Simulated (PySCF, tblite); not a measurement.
# C₆H₄NOSi radical: geometry, infrared bands and EPR parameters

Wanted: the infrared bands and EPR parameters of C₆H₄NOSi radical (`[H]/N=C/C#CC(=O)[SiH]C#C`), by calculation.

Computed with tblite 0.8.0 and PySCF 2.14.0, with density-fitted response routines of our own, on a single molecule in the gas phase. Atoms count from 0, in the outputs and in this text.

## 1. Starting geometry

13 atoms, charge 0, multiplicity 2; geometry from: force field or distance geometry start.

Bonds of the start (Å): C0–C1 1.19, C1–Si2 1.83, Si2–C3 1.85, C3–O4 1.25, C3–C5 1.43, C5–C6 1.22, C6–C7 1.45, C7–N8 1.29, C0–H9 1.08, Si2–H10 1.46, C7–H11 1.08, N8–H12 1.04.

## 2. Optimising the geometry with GFN2-xTB

The job: settings as JSON, then the geometry in Å.

```
{"job": {"kind": "relax", "xc": "GFN2-xTB", "basis": "xTB"}, "charge": 0, "multiplicity": 2}
C     -3.902600     0.657100     0.365700
C     -3.110500    -0.229800     0.281000
Si    -1.904100    -1.595400     0.160400
C     -0.595500    -1.207900    -1.082800
O     -0.754900    -1.558200    -2.268200
C      0.621500    -0.542000    -0.731600
C      1.653300     0.036100    -0.424200
C      2.865100     0.731900    -0.048400
N      3.437500     1.415700    -0.980600
H     -4.644000     1.444100     0.428700
H     -1.252300    -1.802600     1.451400
H      3.277000     0.682700     0.945300
H      4.305100     1.968900    -0.836900
```

Launch:

```
> OMP_NUM_THREADS=1 python probes_run.py task.json out
```

This one command runs all jobs of the session in turn.

**Question.** This job is followed by: GFN2-xTB harmonic vibrations, gas phase; UKS B3LYP, pcH-1 on C H N O Si, non-relativistic, mean-field spin-orbit, GIAO. Predict these results of the whole session: strongest single infrared mode (GFN2-xTB); zero-point energy (GFN2-xTB); g(iso) (B3LYP); ⟨S²⟩; largest a(iso); surface potential, 1st and 99th percentile.

**Answer**, as computed:

| quantity | value |
| --- | --- |
| strongest single infrared mode (GFN2-xTB) | 1630 cm⁻¹, 446 km/mol |
| zero-point energy (GFN2-xTB) | 46.3 kcal/mol |
| g(iso) (B3LYP) | 2.00349 |
| ⟨S²⟩ | 0.762 (exact 0.75) |
| largest a(iso) | 29Si on Si2, -125.0 MHz |
| surface potential, 1st and 99th percentile | -1.69 V and 1.84 V |

The optimisation took 189 steps and gained 0.849 eV; among the close pairs (by a distance rule), C6–C7 changed most, from 1.447 to 1.405 Å. No mode is imaginary among the 33: a minimum at this level. The strongest single mode, at 1630 cm⁻¹, moves mainly C7 and N8. Unscaled tight-binding wavenumbers are off by several per cent, some by more. Its intensities can rank the bands wrongly. Si2 carries the largest spin population, 0.77 e. The isotropic g lies 1.2 ppt above the free-electron value.
